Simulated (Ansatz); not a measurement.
**SnAs (Fm-3m): equation of state with a fit**

A script is to give an equation of state with a fit; the system is SnAs (Fm-3m).

The COD entry's cell or inner coordinates are ideal or old and differ from later refinements, so a difference from it is no clean test against experiment.

All numbers are computed with the Python package of Ansatz 0.2.0. Level of theory: DFT LDA, plane waves, PAW.

### 1 The system

It takes space group Fm-3m (No. 225, cubic). Conventional cell: a = 5.681 Å, b = 5.681 Å, c = 5.681 Å, α = 90.00°, β = 90.00°, γ = 90.00°. Sn (site symmetry m-3m) is surrounded by 6 As at 2.84 Å. Around As (site symmetry m-3m) lie 6 Sn at 2.84 Å.

The script holds or builds the structure itself.

### 2 Script

run_eos.py reads:

```python
'''Bulk modulus of SnAs from an E(V) curve.'''

import warnings

import ansatz
import numpy as np
from scipy.optimize import curve_fit

vectors0 = np.array([
    [0.0, 2.8405, 2.8405],
    [2.8405, 0.0, 2.8405],
    [2.8405, 2.8405, 0.0],
])
sites = [
    ('Sn', (0.0, 0.0, 0.0)),
    ('As', (0.5, 0.5, 0.5)),
]


def crystal_on(cell):
    crystal = ansatz.Crystal(lattice=ansatz.Lattice.of(cell))
    for symbol, position in sites:
        crystal = crystal.atom(symbol, position)
    return crystal

def vinet(v, e0, v0, b0, b1):
    eta = (v / v0) ** (1 / 3)
    return e0 + 2 * b0 * v0 / (b1 - 1) ** 2 * (2 - (5 + 3 * b1 * (eta - 1) - 3 * eta) * np.exp(-1.5 * (b1 - 1) * (eta - 1)))


def main() -> None:
    warnings.simplefilter('ignore', ansatz.DeckWarning)

    # uniform scaling of the cell
    volumes, energies = [], []
    for scale in np.linspace(0.95, 1.07, 5):
        cell = vectors0 * scale ** (1 / 3)
        setup = (
            crystal_on(cell).calculation()
            .functional('lda')
            .basis(470)
            .occupations('fermi_dirac')
            .kpoints(8, 8, 8)
        )
        report = setup.run(threads=1, pin='off').report
        volumes.append(abs(np.linalg.det(cell)) / len(sites))
        energies.append(report['free_energy_ev'] / len(sites))
        print(f'V = {volumes[-1]:8.4f} A^3/atom  F = {energies[-1]:.5f} eV/atom')

    guess = (min(energies), volumes[int(np.argmin(energies))], 0.5, 4.5)
    (e0, v0, b0, b1), _ = curve_fit(vinet, np.array(volumes), np.array(energies), p0=guess, maxfev=20000)
    print(f'Vinet fit: V0 = {v0:.4f} A^3/atom, B0 = {160.21766 * b0:.1f} GPa, B1 = {b1:.2f}')
    print('largest residual', round(1000 * float(np.abs(vinet(np.array(volumes), e0, v0, b0, b1) - energies).max()), 3), 'meV/atom')


if __name__ == '__main__':
    main()
```

### 3 Launch

Started as:

```
python run_eos.py
```

What it wrote:

```text
V =  21.7725 A^3/atom  F = -5326.67085 eV/atom
V =  22.4600 A^3/atom  F = -5326.68186 eV/atom
V =  23.1476 A^3/atom  F = -5326.68215 eV/atom
V =  23.8351 A^3/atom  F = -5326.67336 eV/atom
V =  24.5227 A^3/atom  F = -5326.65688 eV/atom
Vinet fit: V0 = 22.8197 A^3/atom, B0 = 75.8 GPa, B1 = 4.47
largest residual 0.001 meV/atom
```

Run time: 8.8 s. Hardware: 1 thread of Arm Neoverse V1, shared host; peak memory 0.44 GiB.

Lines on the test bed's own set-up are left out of the output.

### 4 Run by run

One row for each of the 5 runs:

```
run  volume (Å³/atom)  energy from run 3 (meV/atom)  SCF cycles  CPU time (s)
  1            21.772                         11.30           7           1.5
  2            22.460                          0.30           7           1.4
  3            23.148                          0.00           7           1.3
  4            23.835                          8.79           7           1.4
  5            24.523                         25.27           7           1.6
```

Energies are free energies F = E - TS of the smeared occupations. 

### 5 What came out

| quantity | value |
| --- | --- |
| runs compared | 5 |
| range of energy | 25.27 meV/atom |
| lowest point, volume (Å³/atom) | 23.148 |
| equilibrium volume (fit) | 22.82 Å³/atom |
| bulk modulus (fit) | 76 GPa |

A third-order Birch-Murnaghan fit through the 5 points (the script's own form differs a little) has its minimum at 22.82 Å³ an atom, 0.4 % below the typed cell, with a bulk modulus of 76 GPa and dB/dP = 4.5. From that minimum the energy rises by 12.4 meV an atom on the compressed side and 26.4 meV on the expanded side. Caveats:
- For a metal this k-point mesh is coarse: on a finer one energies can move by several to tens of meV an atom and pressures by half a GPa or more, differences at one mesh by less.
- Of the deposited cell: the entry's cell lengths or inner coordinates differ somewhat from later room-temperature determinations.
